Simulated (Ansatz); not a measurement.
This was printed by a script on Ansatz's Python interface, for a calculation of the elastic constants of MoS2, space group P-3m1. What did the script look like? Level of theory: LDA, PAW, cutoff 463 eV, 15×15×7 k-points, Fermi-Dirac smearing of 0.1 eV.

```yaml
crystal:
  lattice:
    - [3.22746, 0.00000, 0.00000]
    - [-1.61373, 2.79507, 0.00000]
    - [0.00000, 0.00000, 6.31247]
  atoms:
    - { symbol: Mo, position: [0.00000, 0.00000, 0.50000] }
    - { symbol: S, position: [0.33333, 0.66667, 0.25532] }
    - { symbol: S, position: [0.66667, 0.33333, 0.74468] }
```

`python mos2.py` gives:
```text
[[211.7  31.  105.   41.4   0.    0. ]
 [ 31.  211.7 105.  -41.4   0.    0. ]
 [108.2 108.2 189.    0.    0.    0. ]
 [ 41.4 -41.4   0.  107.8   0.    0. ]
 [  0.    0.    0.    0.  107.8  41.4]
 [  0.    0.    0.    0.   41.4  90.3]]
Voigt stress of the unstrained cell (GPa, tension positive): [6.867 6.867 3.754 0.    0.    0.   ]
smallest eigenvalue of C: 56.8 GPa; tensor positive definite: True
k_voigt_gpa      122.302
k_reuss_gpa      119.101
k_hill_gpa       120.701
g_voigt_gpa       85.735
g_reuss_gpa       61.652
g_hill_gpa        73.694
youngs_gpa       183.696
poisson            0.246
```

The script that was run (others could print the same):

`mos2.py`
```python
import warnings

import ansatz as az
import numpy as np

warnings.simplefilter('ignore', az.DeckWarning)

structure = (
    az.Lattice.from_parameters(3.22746456, 3.22746456, 6.31247342, alpha=90, beta=90, gamma=120)
    .space_group(164)
    .atom('Mo', (0.0, 0.0, 0.5))
    .atom('S', (1 / 3, 2 / 3, 0.25531932))
)

calc = structure.calculation()
calc = calc.basis(17 * az.Ha).functional(az.Functional.LDA)
calc = calc.occupations('fermi_dirac', width=0.1)
calc = calc.kpoints(15, 15, 7)
res = calc.elastic('clamped_ion', amplitude=0.01).run()
elastic = res.elastic

print(np.array2string(np.round(elastic.c_gpa, 1) + 0.0, suppress_small=True))
print('Voigt stress of the unstrained cell (GPa, tension positive):', np.round(elastic.sigma0_gpa, 3) + 0.0)
print('smallest eigenvalue of C:', round(elastic.stability.min_eigenvalue_gpa, 1), 'GPa; tensor positive definite:', elastic.stability.min_eigenvalue_gpa > 0)
if elastic.stability.min_eigenvalue_gpa > 0:
    for name, value in elastic.moduli.to_plain().items():
        print(f'{name:14s} {value:9.3f}')
```

Caveats:
- Spin is left out of this run.
- The cell isn't relaxed first, so the values belong to this volume.
- A positive definite tensor excludes instabilities under uniform strain alone; phonons elsewhere in the zone can still be imaginary.
- The cell stands under an uneven stress, so these stress-strain coefficients aren't symmetric, and eigenvalues smaller than that stress decide nothing.
- These are clamped-ion constants: where atoms have free coordinates under strain, the relaxed-ion ones can be far smaller or negative, so this tensor doesn't settle whether the crystal is stable.
- At these settings the cell as given stands under about -6 GPa, so it isn't at this functional's equilibrium volume.
- This cell is a computed structure, which may not be the phase found in nature.
- Shear constants of a metal converge slowly with the k-point mesh and can be wrong in sign on a coarse one; the constants belong to the cell that was strained.
- Run time: 4.8 min on 1 thread of Arm Neoverse V1, with other jobs on the host, peak memory 0.75 GiB.
